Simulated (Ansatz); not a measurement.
**CH₃Cu: geometry and frequencies at several levels**

An exercise on one series of results from a longer session: the logs are not shown, and one member is left open.

Program: Ansatz 0.2.0. Level of theory: the levels named in each step. These are calculated values, not measurements.

## The system as given

Bond lengths: C1–Cu2 1.946 Å, C1–H3 1.088 Å, C1–H4 1.088 Å, C1–H5 1.088 Å. Angles: Cu2–C1–H3 113.1°, Cu2–C1–H4 113.1°, Cu2–C1–H5 113.1°, H3–C1–H4 105.6°, H3–C1–H5 105.6°, H4–C1–H5 105.6°.

As a file:

```xyz
5

C    -1.5204    0.0977    0.3218
Cu    0.3795   -0.0244   -0.0803
H    -1.8254   -0.5497    1.1413
H    -1.8322    1.1000    0.6083
H    -2.1530   -0.1768   -0.5198
```

Set-up of the first run:

Contents of input.yaml:

```yaml
crystal:
  periodic: [false, false, false]
  atoms:
    - { symbol: C, position_ang: [-1.52044, 0.09772, 0.32176] }
    - { symbol: Cu, position_ang: [0.37954, -0.0244, -0.08033] }
    - { symbol: H, position_ang: [-1.82543, -0.54972, 1.14129] }
    - { symbol: H, position_ang: [-1.83222, 1.09997, 0.60826] }
    - { symbol: H, position_ang: [-2.15301, -0.17682, -0.51981] }
basis:
  gaussian: { orbitals: def2-SVP }
hamiltonian:
  xc: pbe
  dispersion: d4
relax:
  f_tol: 0.03
  max_steps: 200
```

Run with:

```sh
ansatz run input.yaml --threads 2 --pin off --max-ram 5120MiB --backend cpu --events-out ev --progress --plain --runs-dir out
```

Among the steps run: A rough first relaxation, PBE-D4/def2-SVP; Relaxation, HF/STO-3G; Frequencies, HF/STO-3G; Relaxation, HF/def2-SVP; Frequencies, HF/def2-SVP; Relaxation, LDA/def2-SVP; Frequencies, LDA/def2-SVP; Relaxation, PBE-D4/def2-SVP; Frequencies, PBE-D4/def2-SVP.

One of the session's tables, all rows but one given; the rest of the session is left out.

```
          level  C1–Cu2 (Å)  dipole (D)  highest frequency (cm⁻¹)
      HF/STO-3G      1.8706        2.08                      3698
    HF/def2-SVP           ?           ?                         ?
   LDA/def2-SVP      1.8315        1.43                      3084
PBE-D4/def2-SVP      1.8798        1.60                      3082
```

**Question.** Estimate the row for HF/def2-SVP.

The run gave: C1–Cu2 (Å): 2.0026; dipole (D): 3.92; highest frequency (cm⁻¹): 3244. In the column «C1–Cu2 (Å)» it is the highest.
